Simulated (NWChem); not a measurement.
**BrCl (SMILES ClBr) at BP86/aug-cc-pVDZ (density fitting with weigend coulomb fitting)**

Aim: the electronic atomisation energy of BrCl at BP86/aug-cc-pVDZ (density fitting with weigend coulomb fitting), from 3 runs. 

The results are computed with NWChem 7.3.0.

2 further runs of the same task are left out: 2 that didn't finish.

### Step 1. The molecule

BrCl: 2 atoms, total charge 0, spin state singlet. As SMILES, `ClBr`. Geometry: the measured bond length.

Bond lengths: Cl1–Br2 2.136 Å.

### Step 2. A single-point energy at BP86/aug-cc-pVDZ (density fitting with weigend coulomb fitting)

The input, mymol.nw:

```
start mymol
title "bromine chloride"
memory 2200 mb

geometry units angstroms noautosym nocenter noautoz
   Cl    0.000000    0.000000    0.000000
   Br    0.000000    0.000000    2.136065
end

basis spherical bse
   * library aug-cc-pVDZ
end

basis "cd basis" spherical
   * library "weigend coulomb fitting"
end

dft
   xc becke88 perdew86
   grid fine
   convergence energy 1e-08
   maxiter 100
   mulliken
   print low
end

task dft energy
```

Command:

```sh
$ nwchem mymol.nw > mymol.out
```

Output:

```text
[...]
 d= 0,ls=0.0,diis     1  -3034.6014351949 -3.18D+03  8.86D-03  3.70D-01     2.9
[...]
 d= 0,ls=0.0,diis    10  -3034.6310299349 -2.43D-10  1.00D-07  7.46D-11     5.2
         Total DFT energy =    -3034.631029934863
      One electron energy =    -4509.297100745664
           Coulomb energy =     1447.083731512025
    Exchange-Corr. energy =     -119.819759024459
 Nuclear repulsion energy =      147.402098323235
[...]
      Total Density - Mulliken Population Analysis
     ---------------------------------------------
    Atom       Charge   Shell Charges
 -----------   ------   -------------------------------------------------------
    1 Cl  17    17.19   2.00  2.04  0.98  0.97  0.04  6.01  3.02  2.01  0.05  0.03  0.05
    2 Br  35    34.81   2.00  2.00  2.04  1.13  0.80  0.01  6.00  6.01  2.64  2.07  0.06  9.94  0.11  0.00
[...]
```

Run time: 5.7 s. Hardware: 1 thread of AMD EPYC 9R45 (Zen 5), shared host; peak memory 0.12 GiB.

### Step 3. The Br atom at the same level

The input, mymol.nw:

```
start mymol
memory 2200 mb
geometry noautosym nocenter noautoz
 Br       0.000000       0.000000       0.000000
end
basis spherical bse
 * library aug-cc-pVDZ
end
basis "cd basis" spherical
 * library "weigend coulomb fitting"
end
dft
 xc becke88 perdew86
 mult 2
 grid fine
 convergence energy 1e-08
 iterations 100
 mulliken
 noprint "final vectors analysis"
end
task dft
```

Run the same way, it converges to -2574.35645 Eh (log not shown).

### Step 4. The Cl atom, same level

The input, calc.nw:

```
start calc
title "Cl BP86"
memory 2200 mb

geometry units au noautosym nocenter noautoz
 Cl     0.00000000     0.00000000     0.00000000
end

basis "ao basis" spherical bse
 * library aug-cc-pVDZ
end

basis "cd basis" spherical
 * library "weigend coulomb fitting"
end

dft
 xc becke88 perdew86
 mult 2
 grid fine
 convergence energy 1e-08
 iterations 100
 mulliken
 noprint "final vectors analysis"
end

task dft energy
```

Run the same way, it converges to -460.18444 Eh (log not shown).

### Step 5. Outcome

At BP86/aug-cc-pVDZ (density fitting with weigend coulomb fitting):

| quantity | value |
| --- | --- |
| molecule: total energy | -3034.63103 Eh |
| Br atom: total energy | -2574.35645 Eh |
| Br atom: ⟨S²⟩ | 0.751 |
| Cl atom: total energy | -460.18444 Eh |
| Cl atom: ⟨S²⟩ | 0.752 |
| electronic atomisation energy | 2.453 eV |

In words: Taking the molecule apart into free atoms costs 2.45 eV (57 kcal/mol), before zero-point energy and without spin-orbit coupling.
